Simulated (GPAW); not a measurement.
LiBe:

```xyz
2
Lattice="2.8112 0.0000 0.0000 0.0000 2.8112 0.0000 0.0000 0.0000 2.8112" Properties=species:S:1:pos:R:3 pbc="T T T"
Be    1.4056    1.4056    1.4056
Li    0.0000    0.0000    0.0000
```

The cell comes from a database or a generator and needn't be the stable form of this composition.

Base run:

```yaml
Program: GPAW 26.7.0
Functional: LDA
Potentials_or_basis: the program's PAW data sets (release 1.2.1) made for this functional
Cutoff: 800 eV
Basis: pw
k_mesh: 9 × 9 × 9
Occupations: gaussian, width 0.02 eV
Spin: no spin polarisation
```

Its results: band gap on the k mesh none (metal or under the smearing width); pressure -1.9 GPa.

Problem. The run is repeated on the same cell with these changes: functional from LDA to RPBE. What comes out?

Solution. Band gap on the k mesh none (metal or under the smearing width); pressure 3.0 GPa.

RPBE binds less tightly than LDA, so the same cell stands under more pressure.
